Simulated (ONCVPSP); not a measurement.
# Pseudopotential generation for iodine: ONCV, PBEsol

Task: generate the file, and judge it by its errors in other configurations, its logarithmic derivatives, its ghosts and its cutoff.

Program: ONCVPSP 4.0.1. Reference atom: PBEsol, scalar-relativistic, spherical and spin-unpolarised. All values are calculated.

## 1. The atom and the settings

The settings as typed:

- element: iodine (I, Z = 53)
- type: optimised norm-conserving Vanderbilt (ONCV)
- frozen core: [Kr]
- valence charge: 17
- reference configuration: 4d10 5s2 5p5
- partial waves: 5s: rc 1.70 bohr, ncon 4, nbas 7, qcut 3.6 1/bohr, 2 projectors, debl 3.6 Ha; 5p: rc 1.95 bohr, ncon 4, nbas 7, qcut 3.8 1/bohr, 2 projectors, debl 1.9 Ha; 4d: rc 0.90 bohr, ncon 4, nbas 7, qcut 10.1 1/bohr, local
- local potential: the d channel
- core correction: Teter function, fcfact 2, rcfact 1.45

The outer shells as boxes (Hund's rule for the drawing; the calculation is spin-unpolarised):

```
[Kr] core
4d [↑↓][↑↓][↑↓][↑↓][↑↓]
5s [↑↓]
5p [↑↓][↑↓][↑ ]
```

## 2. The generation run

Contents of I.dat:

```
# ATOM AND REFERENCE CONFIGURATION
# atsym  z   nc   nv     iexc    psfile
  I 53.00    8    3  -116133      upf
#
#   n    l    f
    1    0    2.00
    2    0    2.00
    2    1    6.00
    3    0    2.00
    3    1    6.00
    3    2   10.00
    4    0    2.00
    4    1    6.00
    4    2   10.00
    5    0    2.00
    5    1    5.00
#
# PSEUDOPOTENTIAL AND OPTIMIZATION
# lmax
    2
#
#   l,   rc,      ep,       ncon, nbas, qcut
    0    1.70    0.00    4    7    3.60
    1    1.95    0.00    4    7    3.80
    2    0.90    0.00    4    7   10.10
#
# LOCAL POTENTIAL
# lloc, lpopt,  rc(5),   dvloc0
    2    5    0.90    0.00
#
# VANDERBILT-KLEINMAN-BYLANDER PROJECTORs
# l, nproj, debl
    0    2    3.60
    1    2    1.90
    2    0    3.20
#
# MODEL CORE CHARGE
# icmod, fcfact, rcfact
    3    2.00    1.45
#
# LOG DERIVATIVE ANALYSIS
# epsh1, epsh2, depsh
   -3.00    5.00    0.02
#
# OUTPUT GRID
# rlmax, drl
    6.00    0.01
#
# TEST CONFIGURATIONS
# ncnf
    4
# nvcnf
#   n    l    f
    3
    4    2   10.00
    5    0    2.00
    5    1    4.00
#
    3
    4    2   10.00
    5    0    2.00
    5    1    3.00
#
    3
    4    2   10.00
    5    0    2.00
    5    1    2.00
#
    3
    4    2   10.00
    5    0    2.00
    5    1    1.00
#
```

On the command line:

```bash
$ oncvpsp.x < I.dat > I.out
```

What does the calculation give? Wanted: cutoffs for 1 and 0.1 mHa per electron, occupied waves; bound ghosts; GHOST(+) flags; configuration tests; largest phase difference near zero energy, channels read; rms error of d²Exc/dn², without and with the model core.

**Answer**, as computed:

```
                                                quantity                        value
  cutoffs for 1 and 0.1 mHa per electron, occupied waves             60 Ha and 183 Ha
                                            bound ghosts              s at -162.62 eV
                                          GHOST(+) flags      s at 196 eV, p at -6 eV
                                     configuration tests  no usable energy difference
largest phase difference near zero energy, channels read                    0.001 rad
 rms error of d²Exc/dn², without and with the model core            5.45 and 2.48 mHa
```

**Reading.** A bound ghost (s) makes it unfit for use: electrons can fall into a state that the atom doesn't have. Of the tests 4 gave no usable energy difference, which is a warning in itself. It counts as hard, with 60 Ha needed at the looser tolerance. The tighter tolerance needs 183 Ha, and converged work needs a cutoff nearer that. At the looser tolerance the 4d wave is the slowest; 5s needs 15 Ha. Near zero energy the phases of the channels with partial waves agree within 0.001 rad. The program also flags highly localised states, GHOST(+) (s, p). These are tests on the free atom; a crystal test is still owed.
